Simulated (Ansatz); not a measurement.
**CdFHO: small, medium and large basis sets**

An exercise on one series of results from a longer session: the logs are not shown, and one member is left open.

Method: one geometry, several basis sets; program: Ansatz 0.2.0, Gaussian basis.

The runs, in order: PBE0-D4/def2-SVP; ωB97M-V/def2-SVP; PBE0-D4/def2-QZVPP; ωB97M-V/def2-QZVPP; the functionals' def2-TZVPP values are taken from earlier runs.

## The relaxed structure

All runs share one geometry, relaxed beforehand with PBE0-D4 in a triple-zeta def2 set. Cd takes the def2 core potential; no spin-orbit term is included.

SMILES `[OH][Cd][F]`, 4 atoms, charge 0, spin multiplicity 1.

Atoms are counted from 1 here; the program's logs count them from 0.

Bond lengths: O1–Cd2 1.952 Å, O1–H4 0.960 Å, Cd2–F3 1.928 Å. Angles: Cd2–O1–H4 112.1°, O1–Cd2–F3 176.3°.

Set-up of the first run:

File in.yaml:

```yaml
crystal:
  periodic: [false, false, false]
  atoms:
    - {symbol: O, position_ang: [-0.855705, 0.706582, -0.796878]}
    - {symbol: Cd, position_ang: [0.572245, -0.196084, 0.181218]}
    - {symbol: F, position_ang: [2.065513, -1.026487, 1.074512]}
    - {symbol: H, position_ang: [-1.726554, 0.455689, -0.479151]}
basis:
  gaussian: {orbitals: def2-SVP}
hamiltonian: {xc: pbe0, dispersion: d4}
output: {orbitals: {seedname: orbitals}}
```

Among the steps run: PBE0-D4 in def2-SVP; ωB97M-V in def2-SVP; PBE0-D4 in def2-QZVPP; ωB97M-V in def2-QZVPP.

One table of the session follows, with a row left open; its other results are not shown here.

It belongs to the step «Density functionals: the series». 

| functional | basis | HOMO (eV) | LUMO (eV) |
| --- | --- | --- | --- |
| PBE0-D4 | def2-SVP | -8.12 | -1.63 |
| PBE0-D4 | def2-TZVPP | ? | ? |
| PBE0-D4 | def2-QZVPP | -8.54 | -1.91 |
| ωB97M-V | def2-SVP | -10.52 | 0.18 |
| ωB97M-V | def2-TZVPP | -10.93 | -0.10 |
| ωB97M-V | def2-QZVPP | -11.01 | -0.34 |

**Question.** Estimate the row for PBE0-D4, def2-TZVPP.

**Answer.** HOMO (eV): -8.48; LUMO (eV): -1.86. In the column «HOMO (eV)» it lies between PBE0-D4, def2-QZVPP (-8.54) and PBE0-D4, def2-SVP (-8.12).
